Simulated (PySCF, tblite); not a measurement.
# C₈H₁₃AlO: geometry, infrared bands and NMR shifts

Wanted: the infrared bands and NMR shifts of C₈H₁₃AlO (`C[O+]([AlH3-])Cc1ccccc1`), by calculation.

Programs: tblite 0.8.0 and PySCF 2.14.0, with density-fitted response routines of our own. Each step states its level of theory. These are calculated values for one molecule in the gas phase, unless marked as measured. Atoms are numbered from 0 throughout.

### Step 1. Starting geometry

23 atoms, charge 0, multiplicity 1; geometry from: force field or distance geometry start.

Bonds of the start (Å): C0–O1 1.38, O1–Al2 1.79, O1–C3 1.37, C3–C4 1.50, C4–C5 1.38, C5–C6 1.39, C6–C7 1.40, C7–C8 1.37, C8–C9 1.40, C9–C4 1.38, C0–H10 1.11, C0–H11 1.10, C0–H12 1.15, Al2–H13 1.60, Al2–H14 1.62, Al2–H15 1.60, C3–H16 1.13, C3–H17 1.10, C5–H18 1.09, C6–H19 1.09, C7–H20 1.08, C8–H21 1.08, C9–H22 1.10.

### Step 2. Relaxing the molecule with GFN2-xTB

Job settings and geometry (Å):

```
{"job": {"kind": "relax", "xc": "GFN2-xTB", "basis": "xTB"}, "charge": 0, "multiplicity": 1}
C     -1.679500    -1.123200     0.017700
O     -1.541600     0.248400    -0.020600
Al    -3.051800     1.208500    -0.054600
C     -0.536300     0.744600    -0.806800
C      0.758700     0.181500    -0.306500
C      1.286300    -0.995400    -0.787700
C      2.508800    -1.416900    -0.267000
C      3.172200    -0.664700     0.713900
C      2.640800     0.509000     1.185300
C      1.411000     0.928000     0.658300
H     -0.787600    -1.664800     0.385300
H     -1.967000    -1.572300    -0.945600
H     -2.506600    -1.420500     0.752500
H     -4.325600     0.238300     0.016700
H     -3.083000     2.138600     1.271600
H     -3.175400     2.230500    -1.273200
H     -0.488800     1.852800    -0.614800
H     -0.617800     0.521800    -1.880500
H      0.778900    -1.588500    -1.545100
H      2.983500    -2.338400    -0.587700
H      4.120000    -0.991800     1.128400
H      3.104600     1.128600     1.934900
H      0.991500     1.872700     1.035600
```

The run is started by

```console
> OMP_NUM_THREADS=1 python probes_run.py task.json out
```

This one command runs all jobs of the session in turn.

The program printed:

```text
step      E/eV     max force
  0    -785.76987    3.309
  1    -786.13711    2.441
  2    -786.33906    1.247
  3    -786.44282    0.840
  4    -786.51110    0.616
  5    -786.54502    0.425
  6    -786.56746    0.404
  7    -786.58930    0.382
  8    -786.60370    0.285
  9    -786.61262    0.221
 10    -786.62170    0.246
 11    -786.63008    0.207
 12    -786.63645    0.180
 13    -786.64165    0.162
 14    -786.64624    0.159
 15    -786.65019    0.152
 16    -786.65402    0.149
 17    -786.65838    0.189
 18    -786.66394    0.247
 19    -786.67049    0.271
 20    -786.67636    0.170
 21    -786.68047    0.135
 22    -786.68321    0.121
 23    -786.68541    0.144
 24    -786.68774    0.114
 25    -786.69055    0.171
 26    -786.69436    0.226
 27    -786.69980    0.223
 28    -786.70674    0.236
 29    -786.71376    0.168
 30    -786.72037    0.196
 31    -786.72758    0.204
 32    -786.73551    0.270
 33    -786.74346    0.264
 34    -786.74977    0.146
 35    -786.75216    0.187
 36    -786.75562    0.164
 37    -786.75785    0.118
 38    -786.76340    0.114
 39    -786.76554    0.138
 40    -786.76866    0.105
 41    -786.77044    0.088
 42    -786.77249    0.084
 43    -786.77431    0.137
 44    -786.77625    0.149
 45    -786.77800    0.106
 46    -786.77944    0.074
 47    -786.78058    0.070
 48    -786.78178    0.080
 49    -786.78348    0.092
 50    -786.78590    0.104
 51    -786.78867    0.110
 52    -786.79111    0.131
 53    -786.79322    0.135
 54    -786.79564    0.112
 55    -786.79873    0.111
 56    -786.80169    0.110
 57    -786.80399    0.095
 58    -786.80594    0.097
 59    -786.80845    0.103
 60    -786.81181    0.129
 61    -786.81532    0.136
 62    -786.81812    0.105
 63    -786.82020    0.108
 64    -786.82214    0.096
 65    -786.82442    0.100
 66    -786.82675    0.105
 67    -786.82821    0.130
 68    -786.82997    0.096
 69    -786.83110    0.063
 70    -786.83222    0.083
 71    -786.83332    0.081
 72    -786.83432    0.055
 73    -786.83499    0.063
 74    -786.83568    0.066
 75    -786.83625    0.055
 76    -786.83674    0.043
 77    -786.83705    0.031
 78    -786.83724    0.028
 79    -786.83738    0.025
 80    -786.83754    0.030
 81    -786.83770    0.023
 82    -786.83780    0.017
 83    -786.83786    0.019
 84    -786.83792    0.020
 85    -786.83801    0.019
 86    -786.83812    0.021
 87    -786.83820    0.014
 88    -786.83826    0.014
 89    -786.83830    0.016
 90    -786.83836    0.018
 91    -786.83843    0.019
 92    -786.83848    0.014
 93    -786.83854    0.016
 94    -786.83860    0.015
 95    -786.83867    0.015
 96    -786.83873    0.016
 97    -786.83879    0.017
 98    -786.83886    0.017
 99    -786.83893    0.017
100    -786.83900    0.020
101    -786.83908    0.023
102    -786.83917    0.026
103    -786.83931    0.024
104    -786.83950    0.024
105    -786.83968    0.027
106    -786.83986    0.026
107    -786.84007    0.029
108    -786.84030    0.033
109    -786.84055    0.030
110    -786.84077    0.031
111    -786.84100    0.029
112    -786.84128    0.033
113    -786.84158    0.033
114    -786.84186    0.037
115    -786.84209    0.036
116    -786.84232    0.034
117    -786.84259    0.032
118    -786.84285    0.032
119    -786.84307    0.028
120    -786.84325    0.030
121    -786.84346    0.038
122    -786.84371    0.033
123    -786.84402    0.027
124    -786.84416    0.026
125    -786.84440    0.026
126    -786.84463    0.024
127    -786.84487    0.031
128    -786.84505    0.035
129    -786.84524    0.036
130    -786.84549    0.032
131    -786.84578    0.030
132    -786.84597    0.027
133    -786.84608    0.024
134    -786.84616    0.020
135    -786.84628    0.018
136    -786.84644    0.026
137    -786.84661    0.029
138    -786.84675    0.027
139    -786.84691    0.029
140    -786.84712    0.030
141    -786.84738    0.033
142    -786.84767    0.041
143    -786.84798    0.041
144    -786.84828    0.040
145    -786.84855    0.038
146    -786.84883    0.036
147    -786.84909    0.030
148    -786.84922    0.030
149    -786.84940    0.022
150    -786.84952    0.019
151    -786.84960    0.015
152    -786.84966    0.016
153    -786.84972    0.014
154    -786.84977    0.013
155    -786.84981    0.013
156    -786.84986    0.016
157    -786.84991    0.017
158    -786.84999    0.020
159    -786.85008    0.021
160    -786.85016    0.018
161    -786.85025    0.021
162    -786.85035    0.024
163    -786.85047    0.022
164    -786.85059    0.023
165    -786.85070    0.021
166    -786.85079    0.015
167    -786.85087    0.014
168    -786.85092    0.013
169    -786.85096    0.011
170    -786.85100    0.011
171    -786.85104    0.010
172    -786.85107    0.012
173    -786.85110    0.012
174    -786.85114    0.014
175    -786.85119    0.015
176    -786.85125    0.017
177    -786.85131    0.018
178    -786.85135    0.014
179    -786.85139    0.010
180    -786.85143    0.012
181    -786.85146    0.009
```

Run time: 8.6 s. Hardware: 1 thread of Intel Xeon at 2.50GHz, shared host; peak memory 0.18 GiB.

Step by step: (not every step is listed)

| step | energy from step 0 (eV) | largest force (eV/Å) |
| --- | --- | --- |
| 0 | 0.0000 | 3.3087 |
| 1 | -0.3672 | 2.4405 |
| 2 | -0.5692 | 1.2471 |
| 3 | -0.6730 | 0.8402 |
| 4 | -0.7412 | 0.6164 |
| 5 | -0.7752 | 0.4250 |
| 6 | -0.7976 | 0.4039 |
| 7 | -0.8194 | 0.3816 |
| 8 | -0.8338 | 0.2852 |
| 24 | -0.9179 | 0.1145 |
| 40 | -0.9988 | 0.1050 |
| 56 | -1.0318 | 0.1105 |
| 72 | -1.0645 | 0.0555 |
| 88 | -1.0684 | 0.0139 |
| 104 | -1.0696 | 0.0240 |
| 120 | -1.0734 | 0.0304 |
| 136 | -1.0766 | 0.0258 |
| 152 | -1.0798 | 0.0160 |
| 168 | -1.0811 | 0.0129 |
| 176 | -1.0814 | 0.0171 |
| 177 | -1.0814 | 0.0179 |
| 178 | -1.0815 | 0.0137 |
| 179 | -1.0815 | 0.0103 |
| 180 | -1.0816 | 0.0117 |
| 181 | -1.0816 | 0.0095 |

Close pairs (by a distance rule), those that changed most:

| bond | before (Å) | after (Å) | change (Å) |
| --- | --- | --- | --- |
| O1–Al2 | 1.790 | 1.877 | +0.087 |
| C0–H12 | 1.146 | 1.089 | -0.057 |
| O1–C3 | 1.369 | 1.420 | +0.051 |
| Al2–H14 | 1.620 | 1.578 | -0.042 |
| C0–O1 | 1.379 | 1.411 | +0.032 |
| C3–H16 | 1.126 | 1.097 | -0.028 |
| Al2–H13 | 1.603 | 1.576 | -0.027 |
| C8–C9 | 1.402 | 1.383 | -0.019 |

The end geometry stands in the next job.

### Step 3. Harmonic vibrations with GFN2-xTB

Job settings and geometry (Å):

```
{"job": {"kind": "ir", "xc": "GFN2-xTB", "basis": "xTB"}, "charge": 0, "multiplicity": 1}
C     -1.884132    -1.218769     0.073168
O     -1.729215     0.145799    -0.249667
Al    -2.775427     1.652284     0.146821
C     -0.612987     0.429939    -1.080188
C      0.695830     0.083127    -0.424325
C      1.600271    -0.772038    -1.039061
C      2.794063    -1.090297    -0.413776
C      3.084740    -0.566477     0.833981
C      2.183474     0.284388     1.453724
C      0.995252     0.610514     0.826418
H     -1.014016    -1.590092     0.621614
H     -2.026314    -1.814123    -0.833367
H     -2.772979    -1.284003     0.698543
H     -3.782437     0.889814     1.088526
H     -1.704007     2.616767     0.789262
H     -3.228382     2.021877    -1.320060
H     -0.679765     1.510300    -1.261342
H     -0.723748    -0.098386    -2.035226
H      1.372439    -1.184992    -2.011526
H      3.495771    -1.750501    -0.901017
H      4.013245    -0.819707     1.323226
H      2.408652     0.695847     2.426093
H      0.284918     1.275715     1.298257
```

The program printed:

```text
mode    cm-1     km/mol
  1      28.8      2.14
  2      73.0      5.57
  3      91.2      0.36
  4     117.5      0.72
  5     153.9      0.90
  6     200.5      1.05
  7     228.6      2.06
  8     260.7      1.17
  9     293.3      0.78
 10     370.3      0.09
 11     373.3      1.41
 12     437.3      4.75
 13     478.4      7.19
 14     491.7     18.40
 15     518.1     25.35
 16     590.4      2.65
 17     594.4      9.18
 18     669.5      5.47
 19     750.4     43.37
 20     763.5    292.82
 21     778.8    309.62
 22     792.2    792.86
 23     823.0     17.98
 24     880.0      0.80
 25     904.7      1.16
 26     923.2     11.26
 27     930.9      0.68
 28     935.1      0.15
 29     969.3      7.22
 30     991.0      2.89
 31    1082.4      2.65
 32    1092.5     38.66
 33    1120.5      3.00
 34    1134.4     14.91
 35    1139.2      5.83
 36    1181.1      0.09
 37    1193.2      0.67
 38    1224.2      1.55
 39    1237.1      7.35
 40    1279.0      4.85
 41    1311.4      2.51
 42    1331.8      2.51
 43    1391.6     11.38
 44    1431.2      2.02
 45    1441.0      1.26
 46    1453.1     10.47
 47    1473.3      2.05
 48    1474.6      5.46
 49    1592.6      0.70
 50    1601.2      0.94
 51    1620.0    454.29
 52    1640.0    385.87
 53    1645.6     91.92
 54    2911.0     11.41
 55    2916.7     29.09
 56    2958.6     20.45
 57    2968.7     19.21
 58    3024.8      0.45
 59    3068.4      3.98
 60    3072.2     20.90
 61    3084.0      6.90
 62    3091.5     55.28
 63    3099.5     40.06
```

Wall time 4.6 s (1 thread of Intel Xeon at 2.50GHz, shared host); peak memory 0.18 GiB.

Which atoms move in the most intense modes:

| cm⁻¹ | km/mol | atoms |
| --- | --- | --- |
| 750 | 43.4 | H20 18 %, H19 15 %, H21 14 %, H18 10 % |
| 764 | 292.8 | H13 58 %, H15 18 %, H14 16 % |
| 779 | 309.6 | H14 46 %, H15 44 % |
| 792 | 792.9 | H14 30 %, H15 28 %, H13 28 % |
| 1620 | 454.3 | H14 58 %, H15 37 % |
| 1640 | 385.9 | H15 45 %, H13 26 %, H14 25 % |
| 1646 | 91.9 | H13 71 %, H15 15 %, H14 13 % |
| 3092 | 55.3 | H21 44 %, H19 41 % |

### Step 4. Shielding tensors: PBE0/pcSseg-1

The job, as its differences from that of step 3:

```diff
@@ -1,2 +1,2 @@
-{"job": {"kind": "ir", "xc": "GFN2-xTB", "basis": "xTB"}, "charge": 0, "multiplicity": 1}
+{"job": {"kind": "nmr", "xc": "PBE0", "basis": "pcSseg-1"}, "charge": 0, "multiplicity": 1}
 C     -1.884132    -1.218769     0.073168
```

Method: GIAO PBE0/pcSseg-1 NMR shielding, non-relativistic, gas phase.

The program printed:

```text
coarse grid: 19464 points
cycle   1  E = -629.5460933018  dE =  1.455e+00  |g| = 4.886e-01  |ddm| = 4.452e+00
cycle   2  E = -629.5363953802  dE =  9.698e-03  |g| = 5.748e-01  |ddm| = 1.039e+00
cycle   3  E = -629.6003332609  dE = -6.394e-02  |g| = 9.402e-02  |ddm| = 5.084e-01
cycle   4  E = -629.6017385617  dE = -1.405e-03  |g| = 3.862e-02  |ddm| = 1.050e-01
cycle   5  E = -629.6020874734  dE = -3.489e-04  |g| = 1.019e-02  |ddm| = 5.289e-02
cycle   6  E = -629.6021091814  dE = -2.171e-05  |g| = 4.869e-03  |ddm| = 1.428e-02
cycle   7  E = -629.6021153412  dE = -6.160e-06  |g| = 6.021e-04  |ddm| = 4.933e-03
final grid: 182600 points
cycle   8  E = -629.6718023450  dE = -5.292e-05  |g| = 1.218e-02  |ddm| = 6.407e-02
cycle   9  E = -629.6717835446  dE =  1.880e-05  |g| = 1.620e-02  |ddm| = 2.268e-02
cycle  10  E = -629.6718323710  dE = -4.883e-05  |g| = 1.764e-03  |ddm| = 1.244e-02
cycle  11  E = -629.6718330330  dE = -6.620e-07  |g| = 2.294e-04  |ddm| = 1.856e-03
cycle  12  E = -629.6718330430  dE = -9.917e-09  |g| = 8.734e-05  |ddm| = 3.445e-04
cycle  13  E = -629.6718330443  dE = -1.362e-09  |g| = 4.947e-05  |ddm| = 1.320e-04
cycle  14  E = -629.6718330450  dE = -6.785e-10  |g| = 7.339e-06  |ddm| = 5.754e-05
converged SCF energy = -629.6718330450

GIAO shielding tensors (ppm)
atom      isotropic    diamagn.    paramagn.     s11        s22        s33       span
  0 C      128.438     246.857    -118.419     95.367    108.273    181.673     86.306
  1 O      311.689     400.948     -89.259    270.507    291.427    373.134    102.627
  2 Al     404.022     795.469    -391.447    373.534    399.607    438.925     65.391
  3 C      108.101     246.332    -138.231     81.464     97.406    145.432     63.968
  4 C       47.466     265.092    -217.626    -55.154     25.643    171.910    227.065
  5 C       52.071     250.797    -198.727    -56.695     46.544    166.363    223.058
  6 C       52.965     253.886    -200.921    -57.006     37.767    178.135    235.140
  7 C       50.844     254.371    -203.527    -60.031     33.311    179.251    239.282
  8 C       51.306     253.669    -202.363    -60.240     34.720    179.437    239.676
  9 C       52.046     251.824    -199.778    -56.879     31.149    181.869    238.748
 10 H       28.444      31.820      -3.376     23.559     29.281     32.492      8.933
 11 H       28.657      30.102      -1.445     24.902     25.746     35.323     10.421
 12 H       27.454      29.753      -2.299     22.849     26.165     33.346     10.497
 13 H       27.435      30.211      -2.776     23.994     26.315     31.995      8.001
 14 H       26.991      30.693      -3.702     22.863     27.379     30.733      7.871
 15 H       27.141      29.481      -2.341     23.522     26.177     31.723      8.200
 16 H       25.721      31.516      -5.796     22.131     26.625     28.406      6.275
 17 H       27.443      33.158      -5.714     22.451     27.645     32.234      9.783
 18 H       24.225      33.210      -8.985     20.713     23.280     28.682      7.969
 19 H       24.012      29.327      -5.315     20.511     24.606     26.918      6.407
 20 H       23.935      28.896      -4.961     20.653     24.558     26.593      5.940
 21 H       23.824      30.715      -6.891     20.286     24.075     27.111      6.825
 22 H       23.071      34.012     -10.940     18.187     22.379     28.648     10.461
```

It took 3.8 min on 1 thread of Intel Xeon at 2.50GHz, shared host; peak memory 1.1 GiB.

Shifts follow as δ = σ(reference) − σ, with reference shieldings (ppm) from runs at the same level and on the same kind of geometry: ¹H TMS 31.72, ¹³C TMS 186.9, ¹⁷O H2O 336.1, ²⁷Al AlH4- 490.0. The references are single molecules in the gas phase, so shifts against H2O, NH3, PH3, H3PO4 or CFCl3 are not on the usual liquid scales and can be off by tens of ppm. Shifts against hydride references such as AlH4− lie on their own scale. Atoms listed in one row are averaged.

| atoms | environment | σ (ppm) | δ (ppm) |
| --- | --- | --- | --- |
| C4 | substituted aromatic carbon | 47.5 | 139.5 |
| C7 | aromatic CH | 50.8 | 136.1 |
| C5, C9 | aromatic CH | 52.1 | 134.9 |
| C6, C8 | aromatic CH | 52.1 | 134.8 |
| C3 | sp3 CH2 bonded to O, on an aromatic ring | 108.1 | 78.8 |
| C0 | methyl carbon bonded to O | 128.4 | 58.5 |
| H18, H22 | hydrogen on an aromatic CH | 23.65 | 8.07 |
| H19, H21 | hydrogen on an aromatic CH | 23.92 | 7.80 |
| H20 | hydrogen on an aromatic CH | 23.93 | 7.78 |
| H16, H17 | hydrogen on an sp3 CH2 bonded to O, on an aromatic ring | 26.58 | 5.13 |
| H13, H14, H15 | hydrogen on an aluminium bonded to O | 27.19 | 4.53 |
| H10, H11, H12 | hydrogen on a methyl carbon bonded to O | 28.18 | 3.53 |
| O1 | donor oxygen of a Lewis adduct | 311.7 | 24.4 |
| Al2 | aluminium bonded to O, 3 H | 404.0 | 85.9 |

Charges from the same density, by scheme (e):

| atoms | Mulliken | IAO | Hirshfeld | ESP fit |
| --- | --- | --- | --- | --- |
| C0 | 0.00 | -0.21 | -0.01 | -0.44 |
| O1 | -0.65 | -0.32 | -0.04 | -0.04 |
| Al2 | 0.73 | 0.49 | 0.30 | 0.75 |
| C3 | 0.22 | -0.06 | 0.03 | -0.27 |
| C4 | -0.41 | -0.03 | 0.00 | 0.21 |
| C5, C9 | 0.01 | -0.15 | -0.04 | -0.20 |
| C6, C8 | -0.07 | -0.15 | -0.04 | -0.13 |
| C7 | -0.07 | -0.15 | -0.04 | -0.16 |

Mayer bond orders: C0–O1 0.83, O1–Al2 0.30, O1–C3 0.79, C3–C4 1.05, C4–C5 1.41, C5–C6 1.44, C6–C7 1.44, C7–C8 1.42, C8–C9 1.45, C9–C4 1.38.

Ring of atoms C4, C5, C6, C7, C8, C9: NICS(0) -8.3, NICS(1) -11.2, NICS(1)zz -28.8 ppm (means of both faces).

### Step 5. Outcome

| quantity | value |
| --- | --- |
| strongest single infrared mode (GFN2-xTB) | 792 cm⁻¹, 793 km/mol |
| zero-point energy (GFN2-xTB) | 111.1 kcal/mol |
| ¹³C shifts against TMS (PBE0/pcSseg-1, means over atoms taken as alike) | 139.5, 136.1, 134.9, 134.8, 78.8, 58.5 ppm |
| ¹H shifts against TMS (PBE0/pcSseg-1, means over atoms taken as alike) | 8.07, 7.80, 7.78, 5.13, 4.53, 3.53 ppm |
| ¹⁷O shifts against H2O (PBE0/pcSseg-1) | 24.4 ppm |
| ²⁷Al shifts against AlH4- (PBE0/pcSseg-1) | 85.9 ppm |

The optimisation took 181 steps and gained 1.082 eV; among the close pairs (by a distance rule), O1–Al2 changed most, from 1.790 to 1.877 Å. All 63 modes are real, so the xTB geometry is a minimum. The strongest single mode, at 792 cm⁻¹, has its largest shares on H14, H15 and H13 (the list is cut at 3 atoms). GFN2-xTB is a fitted tight-binding method: band positions and strengths are rough. Its intensities can rank the bands wrongly. NICS(1)zz of -29 ppm above the planar ring from C4 marks a diatropic (aromatic) ring current.
